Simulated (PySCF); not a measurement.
# InC: from the state search to spectroscopic constants, part 1 of 2

Aim: find the lowest electronic state of InC, scan its bond at several levels of theory, and get bond length, wavenumber and dissociation energy from each curve.

Computed with PySCF 2.14.0. Level: In x2c-TZVPPall, C x2c-TZVPPall, spin-free X2C with a Gaussian nucleus.

## (1) Input

The job is set up so:

| Property | Result |
| --- | --- |
| atoms | In, C |
| charge | 0 |
| basis | In x2c-TZVPPall, C x2c-TZVPPall |
| Hamiltonian | spin-free X2C with a Gaussian nucleus |
| basis functions | 91 |
| electrons treated | 55 |
| masses in u | 114.9039, 12.0000 |
| levels | PBE0, PBE, r²SCAN, MN15, B3LYP, M06, M06-L, ωB97X, HF, MP2, SCS-MP2, CCSD, CCSD(T) |
| grid | 80 radial by 434 angular points |
| occupations | held fixed by the projection of orbital angular momentum |
| dissociation limit | In + C, each in its ground configuration |
| starting distance in angstrom | 2.100 |
| values of 2S to try | 1, 3 |

Launch:

```sh
OMP_NUM_THREADS=1 python dia.py task.json out
```

The job searches for the state first and then visits each distance with every level. Its results follow level by level.

## (2) State search with unrestricted PBE0

Unrestricted PBE0 solutions at 2.100 Å, counted from the lowest. The search isn't exhaustive.

```
2Ms+1   unpaired          term  E (eV)  ⟨S²⟩  ⟨Lz²⟩  μ (D)
    4  σ ↑, π ↑↑           ⁴Σ⁻    0.00  3.76   0.00  -2.37
    2  σ ↓, π ↑↑  not assigned    0.54  1.77   0.00  -2.72
    2  σ ↑, π ↑↓  not assigned    0.60  1.76   2.01  -2.50
    2        π ↑            ²Π    1.54  0.85   1.01  -3.68
    2        σ ↑  not assigned    1.68  0.76   2.00  -2.24
    2        π ↑            ²Π    1.82  0.75   1.00  -1.10
```

6 of 11 solutions are listed, lowest first. Solutions whose top level lies above zero are left out, so the zero of the table need not be the lowest of all.

A term symbol stands only where ⟨S²⟩ and ⟨Lz²⟩ are near those of a pure state. A positive dipole means In(−)C(+).

Followed over a short scan are these candidates:

```
2Ms+1   unpaired  R at minimum (Å)  energy at minimum (eV)
    4  σ ↑, π ↑↑              2.21                    0.00
    2  σ ↓, π ↑↑              2.19                    0.55
    2  σ ↑, π ↑↓              2.20                    0.60
    2        π ↑              2.05                    1.58
```

The search made 11 SCF attempts at the starting distance; with the short scans it took 61 s of wall time (1 thread of Arm Neoverse V1, shared host).

## (3) First curve: PBE0

State followed: ⁴Σ⁻ (quartet), unpaired electrons σ ↑, π ↑↑. The scan is laid around 2.207 Å.

The SCF at the reference distance, 2.207 Å, printed:

```text
******** <class 'pyscf.dft.uks_symm.SymAdaptedUKS'> ********
method = SymAdaptedUKS
initial guess = minao
damping factor = 0
level_shift factor = 0
DIIS = <class 'pyscf.scf.diis.CDIIS'>
diis_start_cycle = 1
diis_space = 10
diis_damp = 0
SCF conv_tol = 1e-09
SCF conv_tol_grad = None
SCF max_cycles = 60
direct_scf = False
max_memory 2100 MB (current use 683 MB)
number electrons alpha = 29  beta = 26
XC library pyscf.dft.libxc version 7.0.0
    S. Lehtola, C. Steigemann, M. J.T. Oliveira, and M. A.L. Marques.,  SoftwareX 7, 1–5 (2018)
XC functionals = PBE0
    C. Adamo and V. Barone.,  J. Chem. Phys. 110, 6158 (1999)
    M. Ernzerhof and G. E. Scuseria.,  J. Chem. Phys. 110, 5029 (1999)
small_rho_cutoff = 0
Overwritten attributes  get_occ get_hcore get_k get_jk get_j  of <class 'pyscf.dft.uks_symm.SymAdaptedUKS'>
<class 'pyscf.dft.uks_symm.SymAdaptedUKS'> does not have attributes  refdm
Set gradient conv threshold to 3.16228e-05
init E= -5918.50618409642
cycle= 1 E= -5918.50048307509  delta_E= 0.0057  |g|= 0.0134  |ddm|= 0.0498
cycle= 2 E= -5918.50032648135  delta_E= 0.000157  |g|= 0.0213  |ddm|= 0.0393
cycle= 3 E= -5918.50060575323  delta_E= -0.000279  |g|= 0.00184  |ddm|= 0.0228
cycle= 4 E= -5918.50060692871  delta_E= -1.18e-06  |g|= 0.000834  |ddm|= 0.00247
cycle= 5 E= -5918.50060741744  delta_E= -4.89e-07  |g|= 0.000174  |ddm|= 0.00107
cycle= 6 E= -5918.50060745236  delta_E= -3.49e-08  |g|= 7.88e-05  |ddm|= 0.000406
cycle= 7 E= -5918.5006074627  delta_E= -1.03e-08  |g|= 2.1e-05  |ddm|= 0.000229
cycle= 8 E= -5918.50060746418  delta_E= -1.48e-09  |g|= 9.28e-06  |ddm|= 9.42e-05
cycle= 9 E= -5918.50060746432  delta_E= -1.36e-10  |g|= 1.34e-06  |ddm|= 3e-05
Extra cycle  E= -5918.50060746433  delta_E= -7.28e-12  |g|= 1.31e-06  |ddm|= 3.67e-06
converged SCF energy = -5918.50060746433  <S^2> = 3.7556433  2S+1 = 4.0028207
```

Points of the scan, energies from the lowest:

```
 R (Å)  E (eV)  μ (D)  Mulliken charge of In (e)  Mayer bond order  ⟨S²⟩  HOMO (eV)  LUMO (eV)
1.8980  0.6603  -1.70                       0.28              1.30  3.76      -6.02      -2.72
1.9863  0.2897  -1.97                       0.30              1.23  3.76      -6.08      -2.57
2.0746  0.0886  -2.27                       0.32              1.17  3.76      -6.11      -2.45
2.1408  0.0186  -2.52                       0.34              1.13  3.76      -6.12      -2.37
2.2070  0.0000  -2.78                       0.36              1.09  3.76      -6.12      -2.31
2.2732  0.0206  -3.05                       0.38              1.05  3.76      -6.11      -2.26
2.3615  0.0927  -3.42                       0.40              1.01  3.76      -6.07      -2.21
2.4718  0.2310  -3.89                       0.42              0.97  3.75      -5.93      -2.18
2.6043  0.4379  -4.44                       0.44              0.93  3.75      -5.70      -2.19
2.7808  0.7411  -5.13                       0.46              0.89  3.75      -5.44      -2.23
```

Fit: Re = 2.202 Å, ωe = 476 cm⁻¹, ωexe = 2.67 cm⁻¹, αe = 0.00266 cm⁻¹, Be = 0.3199 cm⁻¹, De = 2.97 eV, μ = -2.76 D.

Orbitals nearest the gap at 2.207 Å:

```
spin  orbital  ε (eV)  filled                         made of
   β        σ  -21.39     yes                       In d 99 %
   β        π  -21.30     yes                      In d 100 %
   β        π  -21.30     yes                      In d 100 %
   α        σ  -16.15     yes              C s 83 %, In s 8 %
   β        σ  -12.65     yes             C s 67 %, In s 24 %
   α        σ   -9.61     yes    In s 68 %, C p 24 %, C s 8 %
   β        σ   -7.99     yes             In s 72 %, C s 20 %
   α        π   -6.48     yes             C p 86 %, In p 12 %
   α        π   -6.48     yes             C p 86 %, In p 12 %
   α        σ   -6.12     yes  C p 52 %, In p 26 %, In s 22 %
   β        π   -2.31      no             In p 74 %, C p 25 %
   β        π   -2.31      no             In p 74 %, C p 25 %
   α        π   -1.52      no              In p 89 %, C p 9 %
   α        π   -1.52      no              In p 89 %, C p 9 %
```

Polarisability there: 78.4 bohr³ along the bond, 43.7 across it. Without diffuse functions these come out too small, above all across the bond.

## (4) Fields at the reference distance

The fields below are evaluated on a grid from the run's orbitals.

Frontier orbitals at PBE0 (alpha spin), with the share of their density that lies nearest to each atom:

```
orbital  energy (eV)            lies on
   HOMO        -6.12  C2 52 %; In1 48 %
   LUMO        -1.52  In1 85 %; C2 15 %
```

ELF in a plane through or near 2 of the atoms.

Ten even steps from ' ' (0.00) to '@' (0.95):
```
            ......                                      
      ..::--====--::....        ........                
    ::++**####**==--::::........::::--::::..            
  ::**%%%%%%##**++==--::::....::====++====--..          
..==%%@@@@%%##**++==----::::::--++++**++++==::..        
--##@@@@%%##**++----::::::::--++##########**==::..      
++@@@@@@%%##++--::::::::::::==##%%%%%%%%%%##**--::..    
##@@@@@@%%**----==**++==::::++%%%%%%@@@@@@%%##++==..    
%%@@@@%%%%++--==####**##==::++%%##====##@@@@%%**==::    
%%@@@@%%%%++--++**++==**++::++%%--==##==@@@@%%**++::    
%%@@@@%%%%++--++**++==**++::++%%--==##==@@@@%%**++::    
%%@@@@%%%%++--==########==::++%%##==--##@@@@%%**==::    
##@@@@@@%%**----==**++==::::++%%%%%%%%@@@@%%##++==..    
++@@@@@@%%##++--::::::::::::==##%%%%@@%%%%##**--::..    
--##@@@@%%##**++----::::::::--++##########**==::..      
..==%%@@@@%%##**++==----::::::--++++**++++==::..        
  ::**%%%%%%##**++==--::::....::====++====--..          
    ::++**####++==--::::........::::--::::..            
      ..::--====--::....        ........                
            ......                                      
```
The map spans 7.4 Å across and 5.2 Å up, centred on the molecule. Atoms in the plane (x, y in Å): In1 (-1.1, 0.0), C2 (1.1, 0.0).

On the surface of density 0.002 e/bohr³ the electrostatic potential runs, from the 1st to the 99th percentile, from -1.10 V near C2 to 1.62 V near In1.

The spin density lies nearest to C2 84 %; In1 16 %.

## (5) Higher solutions at PBE0

State 2: Ms = 0.5 determinant of mixed spin (⟨S²⟩ = 1.77), unpaired electrons σ ↓, π ↑↑, an excited solution.

The SCF at the reference distance, 2.207 Å, printed:

```text
******** <class 'pyscf.dft.uks_symm.SymAdaptedUKS'> ********
method = SymAdaptedUKS
initial guess = minao
damping factor = 0
level_shift factor = 0
DIIS = <class 'pyscf.scf.diis.CDIIS'>
diis_start_cycle = 1
diis_space = 10
diis_damp = 0
SCF conv_tol = 1e-09
SCF conv_tol_grad = None
SCF max_cycles = 60
direct_scf = False
max_memory 2100 MB (current use 753 MB)
number electrons alpha = 28  beta = 27
XC library pyscf.dft.libxc version 7.0.0
    S. Lehtola, C. Steigemann, M. J.T. Oliveira, and M. A.L. Marques.,  SoftwareX 7, 1–5 (2018)
XC functionals = PBE0
    C. Adamo and V. Barone.,  J. Chem. Phys. 110, 6158 (1999)
    M. Ernzerhof and G. E. Scuseria.,  J. Chem. Phys. 110, 5029 (1999)
small_rho_cutoff = 0
Set gradient conv threshold to 3.16228e-05
init E= -5918.48602643594
cycle= 1 E= -5918.48009341109  delta_E= 0.00593  |g|= 0.0123  |ddm|= 0.0479
cycle= 2 E= -5918.4799712439  delta_E= 0.000122  |g|= 0.0195  |ddm|= 0.035
cycle= 3 E= -5918.48019606916  delta_E= -0.000225  |g|= 0.00218  |ddm|= 0.0209
cycle= 4 E= -5918.48019832884  delta_E= -2.26e-06  |g|= 0.000925  |ddm|= 0.00346
cycle= 5 E= -5918.48019899456  delta_E= -6.66e-07  |g|= 0.000239  |ddm|= 0.00124
cycle= 6 E= -5918.4801990647  delta_E= -7.01e-08  |g|= 0.000112  |ddm|= 0.000617
cycle= 7 E= -5918.48019908102  delta_E= -1.63e-08  |g|= 2.33e-05  |ddm|= 0.000287
cycle= 8 E= -5918.48019908207  delta_E= -1.06e-09  |g|= 6.75e-06  |ddm|= 9.09e-05
cycle= 9 E= -5918.48019908212  delta_E= -4.46e-11  |g|= 7.69e-07  |ddm|= 1.74e-05
Extra cycle  E= -5918.48019908213  delta_E= -8.19e-12  |g|= 6.03e-07  |ddm|= 1.87e-06
converged SCF energy = -5918.48019908213  <S^2> = 1.7705976  2S+1 = 2.8429545
```

Re = 2.191 Å, ωe = 478 cm⁻¹; the determinant mixes terms (⟨S²⟩ = 1.77, ⟨Lz²⟩ = 0.00), so these belong to no real state. Its minimum lies 0.55 eV above that of the lowest state.

State 3: Ms = 0.5 determinant of mixed spin (⟨S²⟩ = 1.76), unpaired electrons σ ↑, π ↑↓, an excited solution.

Log of the SCF at 2.207 Å:

```text
******** <class 'pyscf.dft.uks_symm.SymAdaptedUKS'> ********
method = SymAdaptedUKS
initial guess = minao
damping factor = 0
level_shift factor = 0
DIIS = <class 'pyscf.scf.diis.CDIIS'>
diis_start_cycle = 1
diis_space = 10
diis_damp = 0
SCF conv_tol = 1e-09
SCF conv_tol_grad = None
SCF max_cycles = 60
direct_scf = False
max_memory 2100 MB (current use 753 MB)
number electrons alpha = 28  beta = 27
XC library pyscf.dft.libxc version 7.0.0
    S. Lehtola, C. Steigemann, M. J.T. Oliveira, and M. A.L. Marques.,  SoftwareX 7, 1–5 (2018)
XC functionals = PBE0
    C. Adamo and V. Barone.,  J. Chem. Phys. 110, 6158 (1999)
    M. Ernzerhof and G. E. Scuseria.,  J. Chem. Phys. 110, 5029 (1999)
small_rho_cutoff = 0
Set gradient conv threshold to 3.16228e-05
init E= -5918.48407955857
cycle= 1 E= -5918.47826532008  delta_E= 0.00581  |g|= 0.0128  |ddm|= 0.0487
cycle= 2 E= -5918.47810305755  delta_E= 0.000162  |g|= 0.0211  |ddm|= 0.0375
cycle= 3 E= -5918.47837613186  delta_E= -0.000273  |g|= 0.00218  |ddm|= 0.0226
cycle= 4 E= -5918.47837818687  delta_E= -2.06e-06  |g|= 0.000911  |ddm|= 0.00314
cycle= 5 E= -5918.47837883025  delta_E= -6.43e-07  |g|= 0.00022  |ddm|= 0.00123
cycle= 6 E= -5918.47837889209  delta_E= -6.18e-08  |g|= 0.000102  |ddm|= 0.000569
cycle= 7 E= -5918.47837890848  delta_E= -1.64e-08  |g|= 2.18e-05  |ddm|= 0.000303
cycle= 8 E= -5918.47837890975  delta_E= -1.26e-09  |g|= 8.51e-06  |ddm|= 9.57e-05
cycle= 9 E= -5918.47837890984  delta_E= -9.64e-11  |g|= 1.3e-06  |ddm|= 2.34e-05
Extra cycle  E= -5918.47837890983  delta_E= 1.27e-11  |g|= 1.36e-06  |ddm|= 3.49e-06
converged SCF energy = -5918.47837890983  <S^2> = 1.7647702  2S+1 = 2.838852
```

Re = 2.199 Å, ωe = 475 cm⁻¹; the determinant mixes terms (⟨S²⟩ = 1.76, ⟨Lz²⟩ = 2.01), so these belong to no real state. Its minimum lies 0.60 eV above that of the lowest state.

State 4: ²Π (doublet), unpaired electrons π ↑, an excited solution.

Output of the SCF at 2.207 Å:

```text
******** <class 'pyscf.dft.uks_symm.SymAdaptedUKS'> ********
method = SymAdaptedUKS
initial guess = minao
damping factor = 0
level_shift factor = 0
DIIS = <class 'pyscf.scf.diis.CDIIS'>
diis_start_cycle = 1
diis_space = 10
diis_damp = 0
SCF conv_tol = 1e-09
SCF conv_tol_grad = None
SCF max_cycles = 60
direct_scf = False
max_memory 2100 MB (current use 753 MB)
number electrons alpha = 28  beta = 27
XC library pyscf.dft.libxc version 7.0.0
    S. Lehtola, C. Steigemann, M. J.T. Oliveira, and M. A.L. Marques.,  SoftwareX 7, 1–5 (2018)
XC functionals = PBE0
    C. Adamo and V. Barone.,  J. Chem. Phys. 110, 6158 (1999)
    M. Ernzerhof and G. E. Scuseria.,  J. Chem. Phys. 110, 5029 (1999)
small_rho_cutoff = 0
Set gradient conv threshold to 3.16228e-05
init E= -5918.44600928643
cycle= 1 E= -5918.43780068925  delta_E= 0.00821  |g|= 0.0112  |ddm|= 0.0427
cycle= 2 E= -5918.43733525208  delta_E= 0.000465  |g|= 0.0297  |ddm|= 0.0441
cycle= 3 E= -5918.43791505896  delta_E= -0.00058  |g|= 0.00437  |ddm|= 0.0307
cycle= 4 E= -5918.43792760795  delta_E= -1.25e-05  |g|= 0.00253  |ddm|= 0.00689
cycle= 5 E= -5918.43793867534  delta_E= -1.11e-05  |g|= 0.0012  |ddm|= 0.00474
cycle= 6 E= -5918.43794908786  delta_E= -1.04e-05  |g|= 0.000651  |ddm|= 0.00791
cycle= 7 E= -5918.43795483922  delta_E= -5.75e-06  |g|= 0.000429  |ddm|= 0.00766
cycle= 8 E= -5918.43795643558  delta_E= -1.6e-06  |g|= 0.000284  |ddm|= 0.0033
cycle= 9 E= -5918.43795750935  delta_E= -1.07e-06  |g|= 0.000211  |ddm|= 0.0031
cycle= 10 E= -5918.43795843778  delta_E= -9.28e-07  |g|= 9.51e-05  |ddm|= 0.00466
cycle= 11 E= -5918.43795857578  delta_E= -1.38e-07  |g|= 1.95e-05  |ddm|= 0.00215
cycle= 12 E= -5918.4379585783  delta_E= -2.51e-09  |g|= 5.07e-06  |ddm|= 0.000294
cycle= 13 E= -5918.43795857836  delta_E= -6.18e-11  |g|= 9.46e-07  |ddm|= 2.73e-05
Extra cycle  E= -5918.43795857835  delta_E= 6.37e-12  |g|= 1.53e-06  |ddm|= 3.35e-06
converged SCF energy = -5918.43795857835  <S^2> = 0.90766394  2S+1 = 2.1518958
```

Re = 2.040 Å, ωe = 559 cm⁻¹, ωexe = 6.31 cm⁻¹, αe = 0.00395 cm⁻¹, Be = 0.3728 cm⁻¹, μ = -3.62 D. Its minimum lies 1.58 eV above that of the lowest state.

Energy (eV) from the lowest point of the lowest state:

```
R (Å)  lowest  state 2  state 3  state 4
1.898   0.660    1.170    1.247    1.738
1.986   0.290    0.815    0.883    1.596
2.075   0.089    0.627    0.688    1.583
2.141   0.019    0.566    0.621    1.629
2.207   0.000    0.555    0.605    1.705
2.273   0.021    0.582    0.627    1.798
2.361   0.093    0.659    0.700    1.934
2.472   0.231    0.799    0.838    2.103
2.604   0.438    1.003    1.043    2.288
2.781   0.741    1.293    1.341    2.489
```

## (6) PBE

Log of the SCF at 2.207 Å:

```text
******** <class 'pyscf.dft.uks_symm.SymAdaptedUKS'> ********
method = SymAdaptedUKS
initial guess = minao
damping factor = 0
level_shift factor = 0
DIIS = <class 'pyscf.scf.diis.CDIIS'>
diis_start_cycle = 1
diis_space = 10
diis_damp = 0
SCF conv_tol = 1e-09
SCF conv_tol_grad = None
SCF max_cycles = 60
direct_scf = False
max_memory 2100 MB (current use 753 MB)
number electrons alpha = 29  beta = 26
XC library pyscf.dft.libxc version 7.0.0
    S. Lehtola, C. Steigemann, M. J.T. Oliveira, and M. A.L. Marques.,  SoftwareX 7, 1–5 (2018)
XC functionals = PBE
    J. P. Perdew, K. Burke, and M. Ernzerhof.,  Phys. Rev. Lett. 77, 3865 (1996)
    J. P. Perdew, K. Burke, and M. Ernzerhof.,  Phys. Rev. Lett. 78, 1396 (1997)
    J. P. Perdew, K. Burke, and M. Ernzerhof.,  Phys. Rev. Lett. 77, 3865 (1996)
    J. P. Perdew, K. Burke, and M. Ernzerhof.,  Phys. Rev. Lett. 78, 1396 (1997)
small_rho_cutoff = 0
Set gradient conv threshold to 3.16228e-05
init E= -5918.41710750688
cycle= 1 E= -5918.41903484425  delta_E= -0.00193  |g|= 0.0352  |ddm|= 0.127
cycle= 2 E= -5918.41601169443  delta_E= 0.00302  |g|= 0.0681  |ddm|= 0.11
cycle= 3 E= -5918.41925333155  delta_E= -0.00324  |g|= 0.0255  |ddm|= 0.0991
cycle= 4 E= -5918.41962252437  delta_E= -0.000369  |g|= 0.00299  |ddm|= 0.0299
cycle= 5 E= -5918.41962857245  delta_E= -6.05e-06  |g|= 0.000798  |ddm|= 0.00483
cycle= 6 E= -5918.41962900696  delta_E= -4.35e-07  |g|= 0.000196  |ddm|= 0.000993
cycle= 7 E= -5918.41962904111  delta_E= -3.41e-08  |g|= 7.05e-05  |ddm|= 0.000494
cycle= 8 E= -5918.41962904518  delta_E= -4.07e-09  |g|= 4.71e-06  |ddm|= 0.000103
cycle= 9 E= -5918.4196290452  delta_E= -2.09e-11  |g|= 6.39e-07  |ddm|= 6.23e-06
Extra cycle  E= -5918.41962904519  delta_E= 6.37e-12  |g|= 4.77e-07  |ddm|= 1.46e-06
converged SCF energy = -5918.41962904519  <S^2> = 3.7537042  2S+1 = 4.0018517
```

Re = 2.217 Å, ωe = 454 cm⁻¹, ωexe = 2.78 cm⁻¹, αe = 0.00282 cm⁻¹, Be = 0.3158 cm⁻¹, De = 3.18 eV, μ = -2.69 D. 23 s of CPU time for 12 points, integrals apart.

## (7) r²SCAN (meta-GGA)

Log of the SCF at 2.207 Å:

```text
******** <class 'pyscf.dft.uks_symm.SymAdaptedUKS'> ********
method = SymAdaptedUKS
initial guess = minao
damping factor = 0
level_shift factor = 0
DIIS = <class 'pyscf.scf.diis.CDIIS'>
diis_start_cycle = 1
diis_space = 10
diis_damp = 0
SCF conv_tol = 1e-09
SCF conv_tol_grad = None
SCF max_cycles = 60
direct_scf = False
max_memory 2100 MB (current use 753 MB)
number electrons alpha = 29  beta = 26
XC library pyscf.dft.libxc version 7.0.0
    S. Lehtola, C. Steigemann, M. J.T. Oliveira, and M. A.L. Marques.,  SoftwareX 7, 1–5 (2018)
XC functionals = R2SCAN
    J. W. Furness, A. D. Kaplan, J. Ning, J. P. Perdew, and J. Sun.,  J. Phys. Chem. Lett. 11, 8208-8215 (2020)
    J. W. Furness, A. D. Kaplan, J. Ning, J. P. Perdew, and J. Sun.,  J. Phys. Chem. Lett. 11, 9248-9248 (2020)
    J. W. Furness, A. D. Kaplan, J. Ning, J. P. Perdew, and J. Sun.,  J. Phys. Chem. Lett. 11, 8208-8215 (2020)
    J. W. Furness, A. D. Kaplan, J. Ning, J. P. Perdew, and J. Sun.,  J. Phys. Chem. Lett. 11, 9248-9248 (2020)
small_rho_cutoff = 0
Set gradient conv threshold to 3.16228e-05
init E= -5918.88195978214
cycle= 1 E= -5918.88292470488  delta_E= -0.000965  |g|= 0.0175  |ddm|= 0.0897
cycle= 2 E= -5918.88249341043  delta_E= 0.000431  |g|= 0.0285  |ddm|= 0.05
cycle= 3 E= -5918.88303510115  delta_E= -0.000542  |g|= 0.00856  |ddm|= 0.0396
cycle= 4 E= -5918.88307629965  delta_E= -4.12e-05  |g|= 0.00136  |ddm|= 0.0102
cycle= 5 E= -5918.88307742877  delta_E= -1.13e-06  |g|= 0.000457  |ddm|= 0.00244
cycle= 6 E= -5918.88307760741  delta_E= -1.79e-07  |g|= 0.000103  |ddm|= 0.000714
cycle= 7 E= -5918.88307761576  delta_E= -8.35e-09  |g|= 3.38e-05  |ddm|= 0.000176
cycle= 8 E= -5918.88307761742  delta_E= -1.67e-09  |g|= 1.43e-05  |ddm|= 9.2e-05
cycle= 9 E= -5918.88307761767  delta_E= -2.49e-10  |g|= 3.8e-06  |ddm|= 4.34e-05
Extra cycle  E= -5918.88307761763  delta_E= 4.27e-11  |g|= 7.98e-06  |ddm|= 1.46e-05
converged SCF energy = -5918.88307761763  <S^2> = 3.7568619  2S+1 = 4.0034295
```

Re = 2.202 Å, ωe = 478 cm⁻¹, ωexe = 2.76 cm⁻¹, αe = 0.00267 cm⁻¹, Be = 0.3200 cm⁻¹, De = 3.11 eV, μ = -2.57 D.

## (8) MN15

Log of the SCF at 2.207 Å:

```text
******** <class 'pyscf.dft.uks_symm.SymAdaptedUKS'> ********
method = SymAdaptedUKS
initial guess = minao
damping factor = 0
level_shift factor = 0
DIIS = <class 'pyscf.scf.diis.CDIIS'>
diis_start_cycle = 1
diis_space = 10
diis_damp = 0
SCF conv_tol = 1e-09
SCF conv_tol_grad = None
SCF max_cycles = 60
direct_scf = False
max_memory 2100 MB (current use 754 MB)
number electrons alpha = 29  beta = 26
XC library pyscf.dft.libxc version 7.0.0
    S. Lehtola, C. Steigemann, M. J.T. Oliveira, and M. A.L. Marques.,  SoftwareX 7, 1–5 (2018)
XC functionals = MN15
    H. S. Yu, X. He, S. L. Li, and D. G. Truhlar.,  Chem. Sci. 7, 5032-5051 (2016)
    H. S. Yu, X. He, S. L. Li, and D. G. Truhlar.,  Chem. Sci. 7, 5032-5051 (2016)
small_rho_cutoff = 0
Set gradient conv threshold to 3.16228e-05
init E= -5922.69083474043
cycle= 1 E= -5922.71576508302  delta_E= -0.0249  |g|= 0.067  |ddm|=  0.3
cycle= 2 E= -5922.71588278732  delta_E= -0.000118  |g|= 0.0416  |ddm|= 0.0631
cycle= 3 E= -5922.71618043067  delta_E= -0.000298  |g|= 0.00981  |ddm|= 0.0388
cycle= 4 E= -5922.71620304095  delta_E= -2.26e-05  |g|= 0.000696  |ddm|= 0.00806
cycle= 5 E= -5922.71620396927  delta_E= -9.28e-07  |g|= 0.000417  |ddm|= 0.00205
cycle= 6 E= -5922.71620425736  delta_E= -2.88e-07  |g|= 0.000132  |ddm|= 0.00125
cycle= 7 E= -5922.71620428971  delta_E= -3.24e-08  |g|= 9.88e-05  |ddm|= 0.000508
cycle= 8 E= -5922.71620429914  delta_E= -9.43e-09  |g|= 2.57e-05  |ddm|= 0.000194
cycle= 9 E= -5922.71620430051  delta_E= -1.37e-09  |g|= 9.35e-06  |ddm|= 8.59e-05
cycle= 10 E= -5922.71620430073  delta_E= -2.17e-10  |g|= 2e-06  |ddm|= 4.49e-05
Extra cycle  E= -5922.71620430074  delta_E= -7.28e-12  |g|= 1.4e-06  |ddm|= 1.28e-05
converged SCF energy = -5922.71620430074  <S^2> = 3.7553484  2S+1 = 4.0026733
```

Re = 2.193 Å, ωe = 478 cm⁻¹, ωexe = 2.64 cm⁻¹, αe = 0.00266 cm⁻¹, Be = 0.3227 cm⁻¹, De = 2.87 eV, μ = -2.59 D. 45 s of CPU time for 12 points, integrals apart.

(Continued in part 2 of 2.)
